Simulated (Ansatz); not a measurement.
Working through a short molecular-dynamics run of H₅NSiTe, SMILES N[SiH2][TeH]

Program: Ansatz 0.2.0, Python API.

Run as a notebook:

```python
import warnings

import ansatz as az
import numpy as np

GEOMETRY = """
N    -1.05680    0.25900   -0.66700
Si    0.49970    0.37930    0.09830
Te    1.13740   -1.89070    0.83480
H    -0.92820   -0.29350   -1.52520
H    -1.31640    1.25860   -1.04320
H     0.44210    1.29750    1.25940
H     1.51800    0.89270   -0.86050
H    -0.20360   -1.96000    1.84760
"""
```

```python
warnings.simplefilter("ignore", az.DeckWarning)
```

```python
molecule = az.Crystal.molecule()
for line in GEOMETRY.strip().splitlines():
    symbol, *xyz = line.split()
    molecule = molecule.atom(symbol, [float(v) for v in xyz])

base = (
    molecule.calculation()
    .basis(gaussian="def2-SVP")
    .functional("pbe0", dispersion="d3bj")
    .md("nve", timestep=0.25, steps=40, temperature=800, initial_velocities="maxwell_boltzmann", seed=28)
)
frames = []
base.session().plan().execute(on_event=lambda e: frames.append(e["data"]) if e["event"] == "md_step" else None)
print("t (fs)   E_pot (eV)      E_kin (eV)   T (K)   d(0-1) (A)")
for f in frames[::1]:
    xyz = np.array(f["positions_ang"])
    print(f"{f['time_fs']:6.2f} {f['lagrangian_ev']:14.5f} {f['e_kin_ev']:10.5f} {f['temperature_k']:8.1f} {np.linalg.norm(xyz[0] - xyz[1]):9.4f}")
kept = np.array([f["conserved_ev"] for f in frames])
print(f"conserved energy moves by at most {1000 * np.ptp(kept):.3f} meV")
```

    t (fs)   E_pot (eV)      E_kin (eV)   T (K)   d(0-1) (A)
      0.00   -16734.62357    0.62045    800.0    1.7386
      0.25   -16734.63407    0.63092    813.5    1.7403
      0.50   -16734.64373    0.64055    825.9    1.7419
      0.75   -16734.65206    0.64884    836.6    1.7436
      1.00   -16734.65849    0.65523    844.9    1.7454
      1.25   -16734.66241    0.65911    849.9    1.7471
      1.50   -16734.66318    0.65985    850.8    1.7489
      1.75   -16734.66023    0.65686    846.9    1.7506
      2.00   -16734.65310    0.64971    837.7    1.7524
      2.25   -16734.64159    0.63822    822.9    1.7541
      2.50   -16734.62590    0.62256    802.7    1.7558
      2.75   -16734.60668    0.60341    778.0    1.7574
      3.00   -16734.58510    0.58193    750.3    1.7590
      3.25   -16734.56281    0.55977    721.8    1.7606
      3.50   -16734.54178    0.53887    694.8    1.7620
      3.75   -16734.52400    0.52119    672.0    1.7634
      4.00   -16734.51116    0.50842    655.6    1.7646
      4.25   -16734.50431    0.50159    646.7    1.7658
      4.50   -16734.50364    0.50087    645.8    1.7669
      4.75   -16734.50842    0.50556    651.9    1.7678
      5.00   -16734.51718    0.51420    663.0    1.7686
      5.25   -16734.52803    0.52492    676.8    1.7693
      5.50   -16734.53905    0.53585    690.9    1.7698
      5.75   -16734.54870    0.54544    703.3    1.7703
      6.00   -16734.55601    0.55273    712.7    1.7706
      6.25   -16734.56068    0.55743    718.7    1.7707
      6.50   -16734.56304    0.55984    721.9    1.7708
      6.75   -16734.56379    0.56065    722.9    1.7707
      7.00   -16734.56380    0.56071    723.0    1.7705
      7.25   -16734.56389    0.56085    723.2    1.7701
      7.50   -16734.56470    0.56168    724.2    1.7697
      7.75   -16734.56658    0.56356    726.6    1.7691
      8.00   -16734.56962    0.56660    730.6    1.7685
      8.25   -16734.57376    0.57073    735.9    1.7678
      8.50   -16734.57882    0.57578    742.4    1.7670
      8.75   -16734.58463    0.58158    749.9    1.7661
      9.00   -16734.59106    0.58800    758.2    1.7653
      9.25   -16734.59802    0.59496    767.1    1.7643
      9.50   -16734.60551    0.60244    776.8    1.7634
      9.75   -16734.61350    0.61043    787.1    1.7624
     10.00   -16734.62194    0.61886    798.0    1.7614
    conserved energy moves by at most 0.659 meV

The settings weren't tested for convergence. The trajectory is only some femtoseconds long, so its temperature is not equilibrated; where the script doesn't relax first, it starts from a rough generated geometry. def2 sets replace the cores of elements past krypton by effective core potentials. The temperature counts the internal degrees of freedom alone. Timing: 2.8 min on 1 thread of Arm Neoverse V1 (shared host), peak memory 0.25 GiB.

(Lines on the test bed's own set-up are left out of the output.)
